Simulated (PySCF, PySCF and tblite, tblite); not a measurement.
# CF4NSi−: a path driven as pseudorotation, and NMR exchange

Aim: the barrier and rate of pseudorotation in CF4NSi− (`N#C[Si-](F)(F)(F)F`), and what it does to NMR lines.

Programs: PySCF 2.14.0 with density-fitted response routines of our own, and tblite 0.8.0. All values are computed, except where a source is named. Atoms count from 0 throughout.

## 1. The molecule as given

7 atoms, charge -1, multiplicity 1; geometry from: force field or distance geometry start.

Bonds of the start (Å): C1–Si2 1.79, N0–C1 1.17, Si2–F3 1.67, Si2–F4 1.69, Si2–F5 1.69, Si2–F6 1.69.

## 2. GFN2-xTB relaxation, start minimum

Job settings and geometry (Å):

```
{"job": {"xc": "GFN2-xTB", "basis": "xTB", "kind": "relax"}, "charge": -1, "multiplicity": 1}
N      2.485500    -0.586900    -0.022900
C      1.399900    -0.163300    -0.018400
Si    -0.269100     0.488400     0.012700
F     -1.363600    -0.768900     0.122300
F     -0.002400     2.138000    -0.268400
F     -1.047300    -0.559000     1.088900
F     -1.199600    -0.543300    -0.941300
```

Launch:

```
> OMP_NUM_THREADS=1 python ens_run.py task.json out
```

One launch serves the whole session.

The log of the run:

```text
step      E/eV     max force
  0    -666.61949   51.603
  1    -686.55816   36.157
  2    -693.45285   15.189
  3    -697.73141   15.886
  4    -701.87886   10.712
  5    -704.54267    8.964
  6    -706.10658    3.618
  7    -706.73051    2.962
  8    -707.60211    2.570
  9    -708.08095    2.768
 10    -708.59281    4.357
 11    -709.21630    2.192
 12    -709.75801    3.000
 13    -709.96803    1.933
 14    -710.47011    1.977
 15    -710.90856    2.361
 16    -711.14968    2.703
 17    -711.31054    2.276
 18    -711.38046    0.914
 19    -711.44145    1.007
 20    -711.46638    0.916
 21    -711.49325    0.470
 22    -711.50417    0.338
 23    -711.51083    0.237
 24    -711.51437    0.303
 25    -711.51990    0.359
 26    -711.52831    0.540
 27    -711.53992    0.571
 28    -711.55010    0.382
 29    -711.55644    0.218
 30    -711.55895    0.241
 31    -711.56181    0.259
 32    -711.56628    0.283
 33    -711.56924    0.164
 34    -711.57032    0.077
 35    -711.57080    0.092
 36    -711.57141    0.115
 37    -711.57244    0.155
 38    -711.57378    0.153
 39    -711.57495    0.123
 40    -711.57583    0.114
 41    -711.57678    0.136
 42    -711.57822    0.189
 43    -711.58000    0.209
 44    -711.58138    0.128
 45    -711.58183    0.049
 46    -711.58195    0.046
 47    -711.58208    0.047
 48    -711.58227    0.071
 49    -711.58246    0.066
 50    -711.58257    0.040
 51    -711.58261    0.031
 52    -711.58263    0.019
 53    -711.58264    0.009
 54    -711.58264    0.011
 55    -711.58265    0.017
 56    -711.58266    0.020
 57    -711.58268    0.023
 58    -711.58270    0.017
 59    -711.58271    0.009
 60    -711.58272    0.005
 61    -711.58272    0.005
 62    -711.58272    0.005
 63    -711.58272    0.003
 64    -711.58272    0.002
```

It took 0.3 s on 1 thread of Intel Xeon Platinum 8488C, shared host.

Relaxing gained 44.963 eV and moved the atoms by 0.73 Å on average (rms).

## 3. Relaxed scan, berry

Job settings and geometry (Å):

```
{"job": {"xc": "GFN2-xTB", "basis": "xTB", "coordinate": [["a", [1, 2, 5], 0.5], ["a", [1, 2, 6], 0.5], ["a", [1, 2, 3], -0.5], ["a", [1, 2, 4], -0.5]], "kind": "drive"}, "charge": -1, "multiplicity": 1}
N      2.432393    -0.795677    -0.053649
C      1.342842    -0.438761    -0.031363
Si    -0.448157     0.147675     0.005320
F     -1.607461    -0.997631    -0.004433
F     -0.705429     1.756504     0.044088
F     -0.483180     0.129633     1.678805
F     -0.527675     0.203161    -1.665844
```

The log of the run:

```text
point  coordinate     E/eV
  0    -18.400     -711.57790
  1    -11.500     -711.56904
  2     -4.600     -711.56231
  3      2.500     -711.56138
  4      9.500     -711.56650
  5     16.400     -711.57529
  6     23.100     -711.58213
  7     29.800     -711.57884
```

It took 0.34 s on 1 thread of Intel Xeon Platinum 8488C, shared host.

The highest point is number 3, 0.4 kcal/mol above the first.

## 4. Nudged elastic band, leg 1

Job settings and geometry (Å):

```
{"job": {"xc": "GFN2-xTB", "basis": "xTB", "kind": "neb"}, "charge": -1, "multiplicity": 1}
N      2.432393    -0.795677    -0.053649
C      1.342842    -0.438761    -0.031363
Si    -0.448157     0.147675     0.005320
F     -1.607461    -0.997631    -0.004433
F     -0.705429     1.756504     0.044088
F     -0.483180     0.129633     1.678805
F     -0.527675     0.203161    -1.665844
```

The log of the run:

```text
image   E - E0 / eV
  0       0.0000
  1       0.0071
  2       0.0181
  3       0.0218
  4       0.0144
  5       0.0047
  6       0.0000
```

Wall time 0.93 s (1 thread of Intel Xeon Platinum 8488C, shared host).

The highest point is number 3, 0.5 kcal/mol above the first.

## 5. Saddle search, leg 1

Job settings and geometry (Å):

```
{"job": {"xc": "GFN2-xTB", "basis": "xTB", "kind": "saddle"}, "charge": -1, "multiplicity": 1}
N      2.401181    -0.777123    -0.056157
C      1.308784    -0.431430    -0.025639
Si    -0.472368     0.152107     0.011543
F     -1.299913    -1.281721    -0.009288
F     -0.276226     1.795889     0.044759
F     -0.815275     0.237733     1.626368
F     -0.846182     0.304545    -1.591586
```

The log of the run:

```text
step      E/eV     max force
  0    -711.56091   0.0363
  1    -711.56100   0.0117
  2    -711.56100   0.0014
lowest wavenumbers (cm-1): -47.9 126.7 126.8 318.4 323.1 323.2
```

Wall time 0.46 s (1 thread of Intel Xeon Platinum 8488C, shared host).

Point group C4v; 1 imaginary mode, 48i cm⁻¹, carried by F3, F5, F4, F6. Steps downhill from it reached both ends.

## 6. DFT refinement, start: B3LYP-D3(BJ)/def2-SVP

Job settings and geometry (Å):

```
{"job": {"xc": "B3LYP", "basis": "def2-SVP", "kind": "refine"}, "charge": -1, "multiplicity": 1}
N      2.432393    -0.795677    -0.053649
C      1.342842    -0.438761    -0.031363
Si    -0.448157     0.147675     0.005320
F     -1.607461    -0.997631    -0.004433
F     -0.705429     1.756504     0.044088
F     -0.483180     0.129633     1.678805
F     -0.527675     0.203161    -1.665844
```

The log of the run:

```text
step      E/eV     max force
  0    -21267.50323   1.9506
  1    -21267.59415   0.2670
  2    -21267.59625   0.3534
  3    -21267.60235   0.1215
  4    -21267.60294   0.0610
  5    -21267.60308   0.0104
```

It took 28 s on 1 thread of Intel Xeon Platinum 8488C, shared host; peak memory 0.52 GiB.

Gain 0.100 eV; displacement 0.10 Å root mean square.

**DFT refinement, saddle of leg 1: B3LYP-D3(BJ)/def2-SVP**

Job settings and geometry (Å):

```
{"job": {"xc": "B3LYP", "basis": "def2-SVP", "kind": "refine"}, "charge": -1, "multiplicity": 1}
N      2.399296    -0.785688    -0.049298
C      1.310197    -0.429116    -0.026871
Si    -0.472685     0.154784     0.009716
F     -1.313024    -1.271215    -0.010451
F     -0.305558     1.801291     0.043685
F     -0.787622     0.229447     1.633089
F     -0.830604     0.300497    -1.599871
```

The log of the run:

```text
step      E/eV     max force
  0    -21267.35759   1.9433
  1    -21267.39136   0.2047
  2    -21267.39618   0.0556
  3    -21267.39618   0.0122
```

Run time: 19 s. Hardware: 1 thread of Intel Xeon Platinum 8488C, shared host; peak memory 0.52 GiB.

Gain 0.039 eV; displacement 0.02 Å root mean square.

## 7. Shieldings, start: PBE0/pcSseg-1

Job settings and geometry (Å):

```
{"job": {"kind": "nmr", "xc": "PBE0", "basis": "pcSseg-1", "pop": false}, "charge": -1, "multiplicity": 1}
N      2.459697    -0.805500    -0.053513
C      1.355303    -0.442943    -0.031720
Si    -0.461223     0.152037     0.005454
F     -1.721789    -0.911428    -0.000640
F     -0.850046     1.754005     0.045406
F     -0.366525     0.091961     1.679681
F     -0.412084     0.166773    -1.671746
```

The log of the run:

```text
coarse grid: 8120 points
cycle   1  E = -781.1428466269  dE =  5.059e-01  |g| = 1.071e+00  |ddm| = 2.590e+00
cycle   2  E = -780.9137961947  dE =  2.291e-01  |g| = 1.632e+00  |ddm| = 1.470e+00
cycle   3  E = -781.3079438667  dE = -3.941e-01  |g| = 2.590e-01  |ddm| = 9.079e-01
cycle   4  E = -781.3217404195  dE = -1.380e-02  |g| = 5.824e-02  |ddm| = 1.599e-01
cycle   5  E = -781.3224064374  dE = -6.660e-04  |g| = 1.525e-02  |ddm| = 3.832e-02
cycle   6  E = -781.3224543445  dE = -4.791e-05  |g| = 3.997e-03  |ddm| = 1.218e-02
cycle   7  E = -781.3224565857  dE = -2.241e-06  |g| = 1.103e-03  |ddm| = 2.615e-03
final grid: 80544 points
cycle   8  E = -781.3831006340  dE = -1.907e-05  |g| = 2.925e-03  |ddm| = 1.131e-02
cycle   9  E = -781.3830995406  dE =  1.093e-06  |g| = 3.881e-03  |ddm| = 4.032e-03
cycle  10  E = -781.3831018980  dE = -2.357e-06  |g| = 1.010e-03  |ddm| = 2.356e-03
cycle  11  E = -781.3831020859  dE = -1.878e-07  |g| = 3.831e-04  |ddm| = 6.898e-04
cycle  12  E = -781.3831021134  dE = -2.749e-08  |g| = 7.281e-05  |ddm| = 2.139e-04
cycle  13  E = -781.3831021144  dE = -9.882e-10  |g| = 1.295e-05  |ddm| = 5.264e-05
converged SCF energy = -781.3831021144

GIAO shielding tensors (ppm)
atom      isotropic    diamagn.    paramagn.     s11        s22        s33       span
  0 N      -56.111     340.548    -396.658   -277.770   -185.954    295.392    573.161
  1 C       50.895     262.283    -211.388    -75.599    -61.674    289.958    365.558
  2 Si     483.950     870.885    -386.935    445.887    470.248    535.714     89.827
  3 F      313.412     471.704    -158.292    273.685    274.177    392.374    118.689
  4 F      313.320     471.699    -158.379    273.683    274.070    392.208    118.525
  5 F      276.649     474.294    -197.646    210.986    246.437    372.523    161.537
  6 F      276.771     474.269    -197.498    211.157    246.580    372.576    161.419
```

Wall time 7 s (1 thread of Intel Xeon Platinum 8488C, shared host); peak memory 0.65 GiB.

This run: HOMO -5.14 eV, LUMO 4.16 eV.

## 8. Shieldings, saddle of leg 1: PBE0/pcSseg-1

Job settings and geometry (Å):

```
{"job": {"kind": "nmr", "xc": "PBE0", "basis": "pcSseg-1", "pop": false}, "charge": -1, "multiplicity": 1}
N      2.408939    -0.788772    -0.050437
C      1.305493    -0.427529    -0.026659
Si    -0.491144     0.160804     0.010285
F     -1.311216    -1.293976    -0.010821
F     -0.290438     1.818434     0.044375
F     -0.789872     0.230049     1.650935
F     -0.831763     0.300991    -1.617678
```

The log of the run:

```text
coarse grid: 8120 points
cycle   1  E = -781.1332779186  dE =  5.119e-01  |g| = 1.082e+00  |ddm| = 2.585e+00
cycle   2  E = -780.9039152686  dE =  2.294e-01  |g| = 1.646e+00  |ddm| = 1.508e+00
cycle   3  E = -781.3033878103  dE = -3.995e-01  |g| = 2.547e-01  |ddm| = 9.153e-01
cycle   4  E = -781.3167032961  dE = -1.332e-02  |g| = 5.791e-02  |ddm| = 1.577e-01
cycle   5  E = -781.3173710547  dE = -6.678e-04  |g| = 1.239e-02  |ddm| = 3.568e-02
cycle   6  E = -781.3174067593  dE = -3.570e-05  |g| = 1.226e-03  |ddm| = 1.079e-02
cycle   7  E = -781.3174071195  dE = -3.603e-07  |g| = 2.953e-04  |ddm| = 1.503e-03
final grid: 80544 points
cycle   8  E = -781.3759035819  dE = -1.853e-05  |g| = 2.660e-03  |ddm| = 1.115e-02
cycle   9  E = -781.3759024646  dE =  1.117e-06  |g| = 3.502e-03  |ddm| = 4.048e-03
cycle  10  E = -781.3759045981  dE = -2.134e-06  |g| = 1.413e-03  |ddm| = 2.450e-03
cycle  11  E = -781.3759050336  dE = -4.355e-07  |g| = 1.347e-04  |ddm| = 8.015e-04
cycle  12  E = -781.3759050362  dE = -2.580e-09  |g| = 5.965e-05  |ddm| = 1.005e-04
cycle  13  E = -781.3759050367  dE = -4.929e-10  |g| = 1.657e-05  |ddm| = 4.018e-05
converged SCF energy = -781.3759050367

GIAO shielding tensors (ppm)
atom      isotropic    diamagn.    paramagn.     s11        s22        s33       span
  0 N      -55.808     340.350    -396.158   -241.971   -240.870    315.418    557.389
  1 C       50.050     262.000    -211.950    -69.100    -68.930    288.180    357.280
  2 Si     485.525     870.604    -385.078    479.076    480.601    496.899     17.822
  3 F      289.990     473.089    -183.099    235.132    257.190    377.649    142.517
  4 F      290.002     473.090    -183.088    235.159    257.200    377.646    142.488
  5 F      290.069     473.044    -182.976    235.538    257.226    377.442    141.904
  6 F      290.046     473.047    -183.001    235.540    257.147    377.452    141.912
```

Wall time 7 s (1 thread of Intel Xeon Platinum 8488C, shared host); peak memory 0.64 GiB.

This run: HOMO -5.22 eV, LUMO 4.73 eV.

## 9. Barriers, rates and exchange

Job settings and geometry (Å):

```
{"job": {"smiles": "N#C[Si-](F)(F)(F)F", "charge": -1, "mult": 1, "motion": "berry", "what": "Berry pseudorotation", "centre": 2, "atoms": {"centre": 2, "axial": [5, 6], "pivot": 1}, "study": "path", "level": {"kind": "nmr", "xc": "PBE0", "basis": "pcSseg-1"}, "fields": [250, 500, 800], "first": 0, "seed": 494, "refine": {"xc": "B3LYP", "basis": "def2-SVP"}, "drives": [{"terms": [["a", [1, 2, 5], 0.5], ["a", [1, 2, 6], 0.5], ["a", [1, 2, 3], -0.5], ["a", [1, 2, 4], -0.5]], "to": 30, "n": 8}], "kind": "path"}, "charge": -1, "multiplicity": 1}
N      2.432393    -0.795677    -0.053649
C      1.342842    -0.438761    -0.031363
Si    -0.448157     0.147675     0.005320
F     -1.607461    -0.997631    -0.004433
F     -0.705429     1.756504     0.044088
F     -0.483180     0.129633     1.678805
F     -0.527675     0.203161    -1.665844
```

The log of the run:

```text
stationary points (kcal/mol above the start)
  n  kind          group   xTB      DFT    lowest mode
  0  minimum      C2v      0.00     0.00      68.6
  1  saddle       C4v      0.50     4.51     -47.9
  2  minimum      C2v      0.00     0.00      68.6

GFN2-xTB energies: T/K, barrier G, reaction G (kcal/mol), k forward, k back (1/s)
 150.00     0.73     0.00   2.72e+11   2.72e+11
 200.00     0.85     0.00   4.95e+11   4.95e+11
 250.00     0.98     0.00   7.28e+11   7.28e+11
 298.15     1.11     0.00    9.5e+11    9.5e+11
 350.00     1.27     0.00   1.18e+12   1.18e+12
 400.00     1.42    -0.00   1.39e+12   1.39e+12
 500.00     1.75    -0.00   1.79e+12   1.79e+12

B3LYP-D3(BJ)/def2-SVP energies: T/K, barrier G, reaction G (kcal/mol), k forward, k back (1/s)
 150.00     5.00     0.00   1.63e+05   1.63e+05
 200.00     5.12     0.00   1.07e+07   1.07e+07
 250.00     5.25     0.00   1.35e+08   1.35e+08
 298.15     5.38    -0.00   7.04e+08   7.04e+08
 350.00     5.54    -0.00   2.54e+09   2.54e+09
 400.00     5.69    -0.00   6.47e+09   6.47e+09
 500.00     6.02    -0.00   2.44e+10   2.44e+10

PBE0/pcSseg-1 + D3(BJ) energies: T/K, barrier G, reaction G (kcal/mol), k forward, k back (1/s)
 150.00     4.73     0.00   3.98e+05   3.98e+05
 200.00     4.85     0.00   2.08e+07   2.08e+07
 250.00     4.98     0.00    2.3e+08    2.3e+08
 298.15     5.12    -0.00    1.1e+09    1.1e+09
 350.00     5.27    -0.00   3.73e+09   3.73e+09
 400.00     5.43    -0.00   9.04e+09   9.04e+09
 500.00     5.75    -0.00   3.19e+10   3.19e+10
```

It took 64 s on 1 thread of Intel Xeon Platinum 8488C, shared host; peak memory 0.65 GiB. This counts the whole study up to here.

Barriers by level (kcal/mol; entropies in cal/(mol K)). Zero-point and thermal terms come from xTB in every row. ΔG‡ leaves symmetry out; the rate counts one path; effective ΔG‡, where given, is the barrier that would give that rate by Eyring's equation alone:

```csv
level,ΔE‡,with zero-point,ΔH‡,ΔS‡,ΔG‡ (298 K),ΔE of reaction,k at 298 K (1/s),effective ΔG‡
GFN2-xTB,0.50,0.50,-0.08,-4.0,1.11,0.00,9.5e+11,1.11
B3LYP-D3(BJ)/def2-SVP,4.77,4.77,4.19,-4.0,5.38,0.00,7e+08,5.38
PBE0/pcSseg-1 + D3(BJ),4.51,4.51,3.93,-4.0,5.12,0.00,1.1e+09,5.12
```

Sites that the driver pairs across this motion, and where their lines would merge (no couplings; faster rotations or exchange between molecules can average them sooner):

```csv
nucleus,sites: shielding (ppm),proton frequency (MHz),spread (Hz),coalescence (K),lines at 298 K
$^{19}$F,"F3, F4: 313.4; F5, F6: 276.7",250,8626,126,1
$^{19}$F,"F3, F4: 313.4; F5, F6: 276.7",500,17252,131,1
$^{19}$F,"F3, F4: 313.4; F5, F6: 276.7",800,27603,134,1
```

## 10. Shieldings, start: CAM-B3LYP/pcSseg-1

Job settings and geometry (Å):

```
{"job": {"kind": "nmr", "xc": "CAM-B3LYP", "basis": "pcSseg-1", "pop": false}, "charge": -1, "multiplicity": 1}
N      2.459697    -0.805500    -0.053513
C      1.355303    -0.442943    -0.031720
Si    -0.461223     0.152037     0.005454
F     -1.721789    -0.911428    -0.000640
F     -0.850046     1.754005     0.045406
F     -0.366525     0.091961     1.679681
F     -0.412084     0.166773    -1.671746
```

The log of the run:

```text
coarse grid: 8120 points
cycle   1  E = -781.6231151201  dE =  4.577e-01  |g| = 1.136e+00  |ddm| = 2.546e+00
cycle   2  E = -781.4785812624  dE =  1.445e-01  |g| = 1.539e+00  |ddm| = 1.395e+00
cycle   3  E = -781.8224294825  dE = -3.438e-01  |g| = 1.754e-01  |ddm| = 7.693e-01
cycle   4  E = -781.8279298253  dE = -5.500e-03  |g| = 6.009e-02  |ddm| = 1.144e-01
cycle   5  E = -781.8286523641  dE = -7.225e-04  |g| = 9.456e-03  |ddm| = 3.583e-02
cycle   6  E = -781.8286712051  dE = -1.884e-05  |g| = 2.618e-03  |ddm| = 9.372e-03
cycle   7  E = -781.8286722162  dE = -1.011e-06  |g| = 1.343e-03  |ddm| = 2.131e-03
final grid: 80544 points
cycle   8  E = -781.8872125626  dE = -9.662e-06  |g| = 2.760e-03  |ddm| = 7.322e-03
cycle   9  E = -781.8872121069  dE =  4.557e-07  |g| = 3.395e-03  |ddm| = 2.815e-03
cycle  10  E = -781.8872136263  dE = -1.519e-06  |g| = 1.906e-04  |ddm| = 1.480e-03
cycle  11  E = -781.8872136287  dE = -2.340e-09  |g| = 1.577e-04  |ddm| = 1.995e-04
cycle  12  E = -781.8872136330  dE = -4.327e-09  |g| = 5.102e-05  |ddm| = 9.669e-05
cycle  13  E = -781.8872136335  dE = -5.039e-10  |g| = 1.680e-05  |ddm| = 3.643e-05
converged SCF energy = -781.8872136335

GIAO shielding tensors (ppm)
atom      isotropic    diamagn.    paramagn.     s11        s22        s33       span
  0 N      -59.602     341.844    -401.446   -283.525   -192.511    297.229    580.754
  1 C       47.261     262.235    -214.974    -81.814    -67.262    290.859    372.673
  2 Si     478.732     871.111    -392.378    439.398    465.863    530.936     91.538
  3 F      313.910     472.585    -158.675    273.220    274.793    393.716    120.496
  4 F      313.818     472.580    -158.762    273.116    274.785    393.553    120.437
  5 F      279.039     475.283    -196.243    213.445    246.016    377.657    164.213
  6 F      279.150     475.257    -196.106    213.599    246.151    377.701    164.102
```

It took 9.6 s on 1 thread of Intel Xeon Platinum 8488C, shared host; peak memory 0.67 GiB.

This run: HOMO -6.57 eV, LUMO 5.37 eV.

## 11. Single-point energy, saddle of leg 1: CAM-B3LYP/pcSseg-1

Job settings and geometry (Å):

```
{"job": {"kind": "sp", "xc": "CAM-B3LYP", "basis": "pcSseg-1", "pop": false}, "charge": -1, "multiplicity": 1}
N      2.408939    -0.788772    -0.050437
C      1.305493    -0.427529    -0.026659
Si    -0.491144     0.160804     0.010285
F     -1.311216    -1.293976    -0.010821
F     -0.290438     1.818434     0.044375
F     -0.789872     0.230049     1.650935
F     -0.831763     0.300991    -1.617678
```

The log of the run:

```text
coarse grid: 8120 points
cycle   1  E = -781.6138340276  dE =  4.633e-01  |g| = 1.146e+00  |ddm| = 2.544e+00
cycle   2  E = -781.4698116751  dE =  1.440e-01  |g| = 1.551e+00  |ddm| = 1.428e+00
cycle   3  E = -781.8175162550  dE = -3.477e-01  |g| = 1.750e-01  |ddm| = 7.765e-01
cycle   4  E = -781.8229719711  dE = -5.456e-03  |g| = 5.963e-02  |ddm| = 1.137e-01
cycle   5  E = -781.8236860121  dE = -7.140e-04  |g| = 7.734e-03  |ddm| = 3.513e-02
cycle   6  E = -781.8236993517  dE = -1.334e-05  |g| = 1.290e-03  |ddm| = 8.257e-03
cycle   7  E = -781.8236997775  dE = -4.258e-07  |g| = 2.339e-04  |ddm| = 1.520e-03
final grid: 80544 points
cycle   8  E = -781.8801413648  dE = -9.917e-06  |g| = 1.906e-03  |ddm| = 6.652e-03
cycle   9  E = -781.8801413522  dE =  1.263e-08  |g| = 2.052e-03  |ddm| = 2.058e-03
cycle  10  E = -781.8801419231  dE = -5.710e-07  |g| = 2.109e-04  |ddm| = 1.008e-03
cycle  11  E = -781.8801419256  dE = -2.506e-09  |g| = 1.708e-04  |ddm| = 2.135e-04
cycle  12  E = -781.8801419314  dE = -5.827e-09  |g| = 5.346e-05  |ddm| = 1.036e-04
cycle  13  E = -781.8801419320  dE = -5.648e-10  |g| = 5.716e-06  |ddm| = 3.381e-05
converged SCF energy = -781.8801419320
```

Run time: 4 s. Hardware: 1 thread of Intel Xeon Platinum 8488C, shared host; peak memory 0.58 GiB.

Key values: HOMO -6.74 eV, LUMO 5.97 eV.

[end of part 1 of 2]
